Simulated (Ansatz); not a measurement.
**CH₄BIO₂: a ladder of functionals and wavefunction methods**

How much do the methods differ for CH₄BIO₂? The plan is to run it at one geometry with functionals of several rungs and with coupled cluster. The yardstick is the atomisation energy at the CCSD(T) limit.

Method: functionals in def2-TZVPP, the program's frozen cores in correlated methods; program: Ansatz 0.2.0, Gaussian basis.

Levels to be run: LDA (SPW92), PBE-D4, revPBE-D4, BLYP-D4, r2SCAN-D4, B97M-V, PBE0-D4, B3LYP-D4, r2SCANh-D4, r2SCAN0-D4, HSE06-D4, BHLYP-D4, CAM-B3LYP-D4, LC-ωPBE, ωB97X-V, ωB97M-V, B2PLYP, PBE-QIDH; CCSD(T)/def2-SVP; CCSD(T)/def2-TZVPP; MP2/def2-QZVPP; extrapolation to the limit; RPA on PBE.

## Step 1: Structure used throughout

An earlier PBE0-D4 in a triple-zeta def2 set relaxation fixed the geometry. I takes the def2 core potential; no spin-orbit term is included.

SMILES `OB(O)CI`, 9 atoms, charge 0, spin multiplicity 1.

Atoms are counted from 1 here; the program's logs count them from 0.

Bond lengths: O1–B2 1.364 Å, O1–H6 0.959 Å, B2–O3 1.364 Å, B2–C4 1.570 Å, O3–H7 0.959 Å, C4–I5 2.151 Å, C4–H8 1.087 Å, C4–H9 1.087 Å. Angles: B2–O1–H6 116.0°, O1–B2–O3 124.9°, O1–B2–C4 117.5°, O3–B2–C4 117.6°, B2–O3–H7 116.0°, B2–C4–I5 106.4°, B2–C4–H8 114.2°, B2–C4–H9 114.2°, I5–C4–H8 105.2°, I5–C4–H9 105.1°, H8–C4–H9 110.8°.

As a file:

```xyz
9
CH4BIO2
O    -1.0621    0.4201    1.0749
B     0.0656    0.1772    0.3463
O     1.2397    0.8604    0.4740
C     0.0124   -0.9842   -0.7085
I    -0.6362   -0.0964   -2.5577
H    -1.0192    1.1629    1.6805
H     1.2338    1.5942    1.0921
H    -0.7245   -1.7520   -0.4882
H     0.9791   -1.4284   -0.9305
```

## Step 2: LDA

This LDA is Slater exchange with PW92 correlation.

Contents of in.yaml:

```yaml
crystal:
  periodic: [false, false, false]
  atoms:
    - {symbol: O, position_ang: [-1.062107, 0.420052, 1.074921]}
    - {symbol: B, position_ang: [0.065620, 0.177226, 0.346338]}
    - {symbol: O, position_ang: [1.239719, 0.860405, 0.474048]}
    - {symbol: C, position_ang: [0.012381, -0.984248, -0.708533]}
    - {symbol: I, position_ang: [-0.636234, -0.096392, -2.557733]}
    - {symbol: H, position_ang: [-1.019201, 1.162919, 1.680456]}
    - {symbol: H, position_ang: [1.233786, 1.594155, 1.092053]}
    - {symbol: H, position_ang: [-0.724530, -1.751984, -0.488185]}
    - {symbol: H, position_ang: [0.979066, -1.428433, -0.930465]}
basis:
  gaussian: {orbitals: def2-TZVPP}
hamiltonian: {xc: lda}
output: {orbitals: {seedname: orbitals}}
```

After this run come: PBE-D4 (GGA); revPBE-D4 (GGA); BLYP-D4 (GGA); r2SCAN-D4 (meta-GGA); B97M-V (meta-GGA); PBE0-D4 (hybrid); B3LYP-D4 (hybrid); r2SCANh-D4 (hybrid); r2SCAN0-D4 (hybrid); HSE06-D4 (hybrid); BHLYP-D4 (hybrid); CAM-B3LYP-D4 (range-separated); LC-ωPBE (range-separated); ωB97X-V (range-separated); ωB97M-V (range-separated); B2PLYP (double hybrid); PBE-QIDH (double hybrid); CCSD(T) in def2-SVP; CCSD(T) in def2-TZVPP; MP2 in def2-QZVPP; RPA on PBE orbitals.

**Question.** What will the summary of the whole plan be? Wanted: atomisation energy, CCSD(T)/CBS; farthest beyond LDA; mean size of error, GGA; mean size of error, meta-GGA; mean size of error, hybrid; mean size of error, range-separated; mean size of error, double hybrid; gap, smallest and largest; T1 diagnostic.

**Answer**, as computed:

| quantity | value |
| --- | --- |
| atomisation energy, CCSD(T)/CBS | 3546.1 kJ/mol |
| functionals within 35.5 kJ/mol (1.0 %) | revPBE-D4, BLYP-D4, r2SCAN-D4, B97M-V, PBE0-D4, B3LYP-D4, r2SCANh-D4, HSE06-D4, CAM-B3LYP-D4, LC-ωPBE, ωB97X-V, ωB97M-V, PBE-QIDH |
| farthest beyond LDA | BHLYP-D4 (-146.5 kJ/mol) |
| mean size of error, GGA | 39.1 kJ/mol |
| mean size of error, meta-GGA | 10.1 kJ/mol |
| mean size of error, hybrid | 42.8 kJ/mol |
| mean size of error, range-separated | 13.4 kJ/mol |
| mean size of error, double hybrid | 36.9 kJ/mol |
| gap, smallest and largest | 3.97 eV (LDA (SPW92)), 10.91 eV (LC-ωPBE) |
| T1 diagnostic | 0.0107 |
| triples share of the correlation energy | 3.1 % |

In words: LDA overbinds by 556.8 kJ/mol (16 %). PBE-D4 is off by +81.6 kJ/mol. Double hybrids carry the basis error of their MP2 part in triple zeta, and no dispersion term here, so their miss is partly the set-up's. The rungs meta-GGA, range-separated miss on average by less than the doubt on the reference (35.5 kJ/mol), so they tie. The reference freezes the cores and leaves out spin-orbit coupling and excitations past (T), and its outer-core shells are covered unevenly, so misses under about 35.5 kJ/mol can't be ranked. All levels share the lack of spin-orbit coupling, which lowers the free heavy atoms and so the true binding. Hartree-Fock recovers 72 % of the binding; the rest is correlation. CCSD(T) in def2-SVP is off by -200.1 kJ/mol, so the small basis spoils what the method gains. Orbital gaps span 4.0 to 10.9 eV; exact exchange widens them. Correlated methods include outer-core shells of I, which these sets cover unevenly.
